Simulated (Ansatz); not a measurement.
# HfWC2: the cost of one run

Computed with Ansatz 0.2.0 (DFT PBEsol, scalar-relativistic, plane waves, PAW, unless a step's input says otherwise).

## (1) The structure to begin with

The structure is trigonal, space group R-3m (No. 166). The conventional cell has a = 3.176 Å, b = 3.176 Å, c = 15.639 Å, α = 90.00°, β = 90.00°, γ = 120.00°. Hf (site symmetry -3m) has 6 C at 2.29 Å as nearest neighbours. W (site symmetry -3m) is surrounded by 6 C at 2.21 Å. C (site symmetry 3m) has 3 W at 2.21 Å and 3 Hf at 2.29 Å as nearest neighbours.

As a file:

```
CELL_PARAMETERS angstrom
1.58808 0.91688 5.21307
-1.58808 0.91688 5.21307
0.00000 -1.83376 5.21307
ATOMIC_POSITIONS crystal
Hf 0.00000 0.00000 0.00000
W 0.50000 0.50000 0.50000
C 0.24575 0.24575 0.24575
C 0.75425 0.75425 0.75425
```

The structure comes from the Materials Project (structure only).

## (2) A change within the space group

The change: strain xx, yy, zz, yz, xz, xy = +0.4, +0.4, -5.6, +0.0, +0.0, +0.0 %; atoms moved by 0.25 Å root mean square, at most 0.35 Å.

input.yaml reads:

```yaml
crystal:
  lattice:
    - [1.5943201788, 0.9204811844, 4.9207748463]
    - [-1.5943201788, 0.9204811844, 4.9207748463]
    - [0.0, -1.8409623687, 4.9207748463]
  atoms:
    - { symbol: Hf, position: [0.0, 0.0, 0.0] }
    - { symbol: W, position: [0.5, 0.5, 0.5] }
    - { symbol: C, position: [0.2231451503, 0.2231451503, 0.2231451503] }
    - { symbol: C, position: [0.7768548497, 0.7768548497, 0.7768548497] }
basis:
  ecutwfc: 420
kpoints:
  mp_grid: { grid: [15, 15, 15] }
hamiltonian:
  xc: pbesol
scf:
  occupations: { method: gaussian, width: 0.1 }
output:
  forces: true
  stress: true
  eigenvalues: true
  populations: true
```

**Question.** How long does this run take on 1 thread of an Arm CPU, shared host, and how much memory does it need?

About 27 s, with a peak of 0.63 GiB.
